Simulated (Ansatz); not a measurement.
# LaSb: the cost of one run

Computed with Ansatz 0.2.0 (DFT PBEsol, scalar-relativistic, unless a step's input says otherwise).

## 1. Starting point

It takes space group Fm-3m (No. 225, cubic). Conventional cell: a = 6.490 Å, b = 6.490 Å, c = 6.490 Å, α = 90.00°, β = 90.00°, γ = 90.00°. Around La (site symmetry m-3m) lie 6 Sb at 3.25 Å. Sb (site symmetry m-3m) has 6 La at 3.25 Å as nearest neighbours.

Coordinates:

```cif
data_structure
_symmetry_space_group_name_H-M 'Fm-3m'
_symmetry_Int_Tables_number 225
_cell_length_a 6.4900
_cell_length_b 6.4900
_cell_length_c 6.4900
_cell_angle_alpha 90.000
_cell_angle_beta 90.000
_cell_angle_gamma 90.000
_cell_volume 273.36
loop_
_atom_site_label
_atom_site_type_symbol
_atom_site_symmetry_multiplicity
_atom_site_Wyckoff_symbol
_atom_site_fract_x
_atom_site_fract_y
_atom_site_fract_z
_atom_site_occupancy
La1 La 4 a 0.00000 0.00000 0.00000 1
Sb1 Sb 4 b 0.50000 0.00000 0.00000 1
```

The file gives the conventional cell by its symmetry; the runs use the cell typed in the input.

Atoms are numbered in the order of the input: La1, Sb2.

## 2. The deformed structure

Space group Fm-3m before, I4/mmm after.

## 3. All-electron LAPW

Input file input.yaml:

```yaml
crystal:
  lattice:
    - [0.0, 3.245, 3.27745]
    - [3.245, 0.0, 3.27745]
    - [3.245, 3.245, 0.0]
  atoms:
    - { symbol: La, position: [0.0, 0.0, 0.0] }
    - { symbol: Sb, position: [0.5, 0.5, 0.5] }
kpoints:
  mp_grid: { grid: [10, 10, 10] }
  band_path:
    path:
      - [0.0, 0.0, 0.0]
      - [0.0, 0.5, 0.5]
      - [0.25, 0.75, 0.5]
      - [0.0, 0.5, 0.0]
      - [0.0, 0.0, 0.0]
      - [0.5, 0.5, 0.0]
      - [0.3725370062, 0.6274629938, 0.0]
      - [-0.3725370062, 0.3725370062, 0.0]
      - [0.0, 0.0, 0.0]
    npoints: 5
scf:
  occupations: { method: fermi_dirac, width: 0.05 }
hamiltonian:
  xc: pbesol
  pseudopotentials: { kind: all_electron, lapw: { basis_error: 0.001 } }
output:
  forces: true
  stress: true
  eigenvalues: true
```

Command:

```bash
$ ansatz run input.yaml --threads 1 --pin off --max-ram 3072MiB --backend cpu --events-out ev --progress --plain --runs-dir out
```

**Question.** How long does this run take on 1 thread of Arm Neoverse V2, shared host, and how much memory does it need?

About 28 s, with a peak of 0.49 GiB.
